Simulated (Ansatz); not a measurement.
# C₂H₅Te+ (SMILES C[CH+][TeH]): a rigid scan of the angle C1–C2–H7

An exercise on one series of results from a longer session: the logs are not shown, and one member is left open.

The runs use Ansatz 0.2.0, Gaussian basis; single points in def2-TZVPP.

Levels: PBE-D4, r2SCAN-D4, PBE0-D4, B3LYP-D4, wB97M-V, Hartree-Fock, MP2, CCSD, CCSD(T). The scan takes 100.0, 104.5, 109.0, 113.5, 118.0, 122.5, 127.0, 131.5, 136.0°.

Correlated methods freeze the cores. Filled d shells of the heavier atoms are correlated. Core potentials replace the inner electrons past krypton, and spin-orbit coupling is left out. B3LYP uses VWN-RPA correlation.

142 further runs of the same task are left out: 142 set aside as unsound or not needed.

## The starting structure

SMILES `C[CH+][TeH]`, 8 atoms, charge 1, spin multiplicity 1.

Atoms are counted from 1 here; the program's logs count them from 0.

Bond lengths: C1–C2 1.444 Å, C1–H4 1.099 Å, C1–H5 1.099 Å, C1–H6 1.089 Å, C2–Te3 2.020 Å, C2–H7 1.089 Å, Te3–H8 1.627 Å. Angles: C2–C1–H4 109.4°, C2–C1–H5 109.6°, C2–C1–H6 114.6°, H4–C1–H5 102.5°, H4–C1–H6 110.0°, H5–C1–H6 110.1°, C1–C2–Te3 124.9°, C1–C2–H7 116.9°, Te3–C2–H7 118.2°, C2–Te3–H8 92.7°.

Coordinates:

```xyz
8
C2H5Te
C    -0.0911    1.0771   -0.2441
C    -0.1713   -0.3435    0.0024
Te    1.3169   -1.4684    0.7775
H    -0.9044    1.5876    0.2912
H    -0.3338    1.2827   -1.2961
H     0.8652    1.5293    0.0144
H    -1.1085   -0.8359   -0.2532
H     0.4270   -2.8289    0.7079
```

Set-up of the first run:

Input file relax/in.yaml:

```yaml
crystal:
  periodic: [false, false, false]
  atoms:
    - {symbol: C, position_ang: [-0.091050, 1.077070, -0.244140]}
    - {symbol: C, position_ang: [-0.171300, -0.343460, 0.002370]}
    - {symbol: Te, position_ang: [1.316890, -1.468400, 0.777530]}
    - {symbol: H, position_ang: [-0.904450, 1.587610, 0.291220]}
    - {symbol: H, position_ang: [-0.333850, 1.282660, -1.296110]}
    - {symbol: H, position_ang: [0.865220, 1.529300, 0.014370]}
    - {symbol: H, position_ang: [-1.108460, -0.835930, -0.253180]}
    - {symbol: H, position_ang: [0.427010, -2.828850, 0.707940]}
basis:
  gaussian: {orbitals: def2-TZVP}
total_charge: 1
hamiltonian: {xc: pbe0, dispersion: d4}
relax: {f_tol: 0.005, max_steps: 200}
```

The run is started by

```bash
$ ansatz run in.yaml --threads 2 --pin off --events-out ev --progress --plain --max-ram 4352MiB
```

Among the steps run: Finding the minimum; Reference energies at the minimum; C1–C2–H7 = 100.0°; C1–C2–H7 = 104.5°; C1–C2–H7 = 109.0°; C1–C2–H7 = 113.5°; C1–C2–H7 = 118.0°; C1–C2–H7 = 122.5°; C1–C2–H7 = 127.0°; C1–C2–H7 = 131.5°; C1–C2–H7 = 136.0°.

One of the session's tables, all rows but one given; the rest of the session is left out.

It belongs to the step «The curves». Energies less that of the minimum at the same level (kJ/mol):

```
      angle (°)  PBE-D4  PBE0-D4  B3LYP-D4  wB97M-V  Hartree-Fock
          100.0    31.0     31.8      31.5     31.5          32.2
          104.5    17.6     18.0      17.6     17.8          17.5
          109.0     7.9      8.1       7.7      8.0           7.2
          113.5     2.0      2.1       1.9      2.0           1.3
          118.0     0.0      0.0       0.0      0.0           0.0
118.0 (minimum)     0.0      0.0       0.0      0.0           0.0
          122.5       ?        ?         ?        ?             ?
          127.0     8.0      8.2       9.0      8.3          11.4
          131.5    18.5     18.9      20.4     19.1          24.9
          136.0    34.0     34.8      37.2     35.1          44.2
```

**Question.** Estimate the row for angle (°) = 122.5.

The run gave: PBE-D4: 1.9; PBE0-D4: 2.0; B3LYP-D4: 2.3; wB97M-V: 2.0; Hartree-Fock: 3.3.
